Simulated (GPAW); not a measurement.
Crystal: Ta3AsAu2O13.

```
Ta As Au O
1.0
     5.72385   -0.00745   -0.00403
     1.30279    6.25499    0.00561
     0.27574    1.30074    8.36754
Ta As Au O
3 1 2 13
Direct
  0.21713 0.30521 0.58431
  0.03325 0.11123 0.99855
  0.58248 0.62145 0.50482
  0.58707 0.89691 0.83049
  0.58004 0.09228 0.18613
  0.04485 0.82077 0.44682
  0.66201 0.69726 0.71088
  0.51632 0.13418 0.69625
  0.85098 0.88773 0.91932
  0.34466 0.87003 0.94651
  0.73015 0.29240 0.03095
  0.24622 0.21809 0.11075
  0.12900 0.09398 0.49104
  0.48032 0.38887 0.43499
  0.05966 0.26685 0.78594
  0.93330 0.53240 0.45645
  0.49975 0.85161 0.34971
  0.25256 0.62988 0.62473
  0.91878 0.95175 0.22636
```

The cell was built by a generator and needn't be a form met in nature.

Base run:

* Program: GPAW 26.7.0
* Functional: PBE
* Potentials or basis: GPAW PAW data sets (gpaw-data 1.2.1)
* Cutoff: 800 eV
* Basis: pw
* k mesh: 4 × 3 × 3
* Occupations: fermi-dirac, width 0.05 eV
* Spin: no spin polarisation

Its results: band gap on the k mesh 1.31 eV, indirect (least direct gap 1.36 eV); pressure 2.2 GPa; largest force 0.490 eV/Å.

Task: The run is repeated on the same cell with these changes: functional from PBE to PBEsol; potentials or basis from GPAW PAW data sets (gpaw-data 1.2.1) to PAW data sets generated in the run's folder for this functional. What comes out?

Result: Band gap on the k mesh 1.28 eV, indirect (least direct gap 1.33 eV); pressure -2.5 GPa; largest force 0.387 eV/Å.

Caveats: with this Au data set, volumes or pressures lay over 1.5 % or 2 GPa off other programs in two to four cells of ten; spin-orbit coupling is left out, which moves the levels of the heavy elements.

A k mesh can miss the band edges.
